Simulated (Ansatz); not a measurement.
The system is HPbNO4.

```
CELL_PARAMETERS angstrom
6.85877 0.00000 0.00000
0.00000 4.22865 0.00000
-3.39101 0.00000 7.27459
ATOMIC_POSITIONS crystal
H 0.22549 0.75000 0.50730
H 0.77451 0.25000 0.49270
Pb 0.30229 0.25000 0.28494
Pb 0.69771 0.75000 0.71506
N 0.21484 0.75000 0.83567
N 0.78516 0.25000 0.16433
O 0.33078 0.75000 0.45338
O 0.40909 0.75000 0.86901
O 0.15508 0.75000 0.96537
O 0.07083 0.75000 0.66955
O 0.66922 0.25000 0.54661
O 0.59091 0.25000 0.13099
O 0.84492 0.25000 0.03463
O 0.92917 0.25000 0.33045
```

The cell was built by a generator and needn't be a form met in nature.

Base run:

| Property | Result |
| --- | --- |
| Program | Ansatz 0.2.0 |
| Functional | PBE |
| Potentials or basis | Ansatz PAW |
| Cutoff | 420 eV |
| Density cutoff | 1680 eV |
| k mesh | 5 × 6 × 4 |
| Occupations | fermi-dirac, width 0.05 eV |
| Spin | no spin polarisation |

Its results: band gap on the k mesh 3.08 eV, indirect (least direct gap 3.29 eV).

**Question.** After a change of settings the same cell gave: band gap on the k mesh 3.15 eV, indirect (least direct gap 3.32 eV). Which change was it?
A. functional from PBE to PBE0; k mesh from 5 × 6 × 4 to 2 × 3 × 2
B. functional from PBE to B3LYP; k mesh from 5 × 6 × 4 to 2 × 3 × 2
C. k mesh from 5 × 6 × 4 to 3 × 5 × 3
D. functional from PBE to r2SCAN; cutoff from 420 eV to 500 eV; density cutoff from 1680 eV to 2000 eV

**Answer.** C.

Caveats: odd divisions of the mesh miss points on the zone boundary, where band edges often lie, so the gap on the mesh can be too wide; spin-orbit coupling is left out, which as a rule narrows the gap of such compounds by several tenths of an eV.

Not every run made on this cell is shown here.
